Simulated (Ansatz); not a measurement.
# NaRb: the cost of one run

Program: Ansatz 0.2.0. Level of theory: the levels named in each step. These are calculated values, not measurements.

### 1 Starting point

Bond lengths: Na1–Rb2 3.279 Å.

Coordinates:

```xyz
2

Na    0.0000    0.0000    0.0000
Rb    0.0000    0.0000    3.2794
```

### 2 A rough first relaxation, PBE-D4/def2-SVP

This run stands in another session on the same molecule. It ended at:

```xyz
2

Na    0.0000    0.0000   -0.2167
Rb    0.0000    0.0000    3.4962
```

### 3 Relaxation, PBE0-D4/def2-TZVPP

This run stands in another session on the same molecule. It ended at:

```xyz
2

Na    0.0000    0.0000   -0.2099
Rb    0.0000    0.0000    3.4894
```

### 4 Frequencies, PBE0-D4/def2-TZVPP

File input.yaml:

```yaml
crystal:
  periodic: [false, false, false]
  atoms:
    - { symbol: Na, position_ang: [0.0, 0.0, -0.20992639] }
    - { symbol: Rb, position_ang: [0.0, 0.0, 3.48935639] }
basis:
  gaussian: { orbitals: def2-TZVPP }
hamiltonian:
  xc: pbe0
  dispersion: d4
phonons: {}
```

On the command line:

```bash
> ansatz run input.yaml --threads 2 --pin off --max-ram 5120MiB --backend cpu --events-out ev --progress --plain --runs-dir out
```

What time and memory should one allow on 2 threads of Arm Neoverse V1, shared host?

About 9.2 s, with a peak of 0.12 GiB.
